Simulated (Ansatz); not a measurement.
**CH₃AlF₂: ionisation energy by level of theory**

Aim: the vertical ionisation energy of CH₃AlF₂, as cation minus neutral at the neutral's geometry, on several levels, and how well −ε(HOMO) stands in for it.

Computed with Ansatz 0.2.0, Gaussian basis. Level: unrestricted cation, the program's frozen cores in correlated methods.

Plan: UKS PBE-D4/def2-TZVPP; UKS r2SCAN-D4/def2-TZVPP; UKS PBE0-D4/def2-TZVPP; UKS B3LYP-D4/def2-TZVPP; UKS wB97X-V/def2-TZVPP; UKS wB97M-V/def2-TZVPP; UKS B2PLYP/def2-TZVPP; UHF-CCSD(T)/def2-TZVPP; UHF-MP2/def2-QZVPP; extrapolation to the limit; then −ε(HOMO) from the neutral's earlier runs with LDA (SPW92), PBE-D4, revPBE-D4, BLYP-D4, r2SCAN-D4, B97M-V, PBE0-D4, B3LYP-D4, r2SCANh-D4, r2SCAN0-D4, HSE06-D4, BHLYP-D4, CAM-B3LYP-D4, LC-ωPBE, ωB97X-V, ωB97M-V.

## Step 1: Structure used throughout

An earlier PBE0-D4 in a triple-zeta def2 set relaxation fixed the geometry.

7 atoms, charge 0, spin multiplicity 1.

Atoms are counted from 1 here; the program's logs count them from 0.

Bond lengths: F1–C2 1.330 Å, C2–F3 1.553 Å, C2–Al4 1.969 Å, C2–H5 1.092 Å, Al4–H6 1.577 Å, Al4–H7 1.579 Å. Angles: F1–C2–F3 105.4°, F1–C2–Al4 123.5°, F1–C2–H5 108.8°, F3–C2–Al4 66.5°, F3–C2–H5 101.7°, Al4–C2–H5 127.7°, C2–Al4–H6 117.2°, C2–Al4–H7 116.6°, H6–Al4–H7 126.0°.

## Step 2: Cation, UKS PBE-D4/def2-TZVPP

Input file in.yaml:

```yaml
crystal:
  periodic: [false, false, false]
  atoms:
    - {symbol: F, position_ang: [0.566433, -0.559430, 1.835762]}
    - {symbol: C, position_ang: [0.747195, -0.159828, 0.579858]}
    - {symbol: F, position_ang: [0.082580, -1.251915, -0.301399]}
    - {symbol: Al, position_ang: [-0.702151, 0.528348, -0.561326]}
    - {symbol: H, position_ang: [1.801200, -0.277693, 0.321065]}
    - {symbol: H, position_ang: [-2.150623, 0.570377, 0.060050]}
    - {symbol: H, position_ang: [-0.283435, 1.082043, -1.979711]}
basis:
  gaussian: {orbitals: def2-TZVPP}
total_charge: 1
magnetization: {spin_polarized: true, initial_magnetization: 1}
hamiltonian: {xc: pbe, dispersion: d4}
```

Launch:

```console
ansatz run in.yaml --threads 2 --pin off --events-out ev --progress --plain --max-ram 4352MiB
```

The runs that follow: Cation, UKS r2SCAN-D4/def2-TZVPP; Cation, UKS PBE0-D4/def2-TZVPP; Cation, UKS B3LYP-D4/def2-TZVPP; Cation, UKS wB97X-V/def2-TZVPP; Cation, UKS wB97M-V/def2-TZVPP; Cation, UKS B2PLYP (frozen core)/def2-TZVPP; Cation, UHF-CCSD(T)/def2-TZVPP; Cation, UHF-MP2/def2-QZVPP.

Before running them: what should the planned runs give, taken together? Wanted: ionisation energy, CCSD(T)/CBS; nearest functional by difference; nearest −ε(HOMO); −ε(HOMO) of PBE; T1 of the cation.

The runs gave:

| quantity | value |
| --- | --- |
| ionisation energy, CCSD(T)/CBS | 11.06 eV |
| nearest functional by difference | ωB97X-V (-0.23 eV) |
| nearest −ε(HOMO) | LC-ωPBE (-0.02 eV) |
| −ε(HOMO) of PBE | 6.73 eV |
| T1 of the cation | 0.024 |

What this shows: By cation minus neutral, the functionals miss by 0.86 eV at most. −ε(HOMO) of PBE misses by 4.3 eV, since self-interaction lifts the level. Among orbital estimates LC-ωPBE comes nearest. Hartree-Fock falls 0.68 eV short, as the neutral has more correlation energy than the cation. The cation may have settled in a state other than its lowest; no search over hole states beyond the program's own was made.
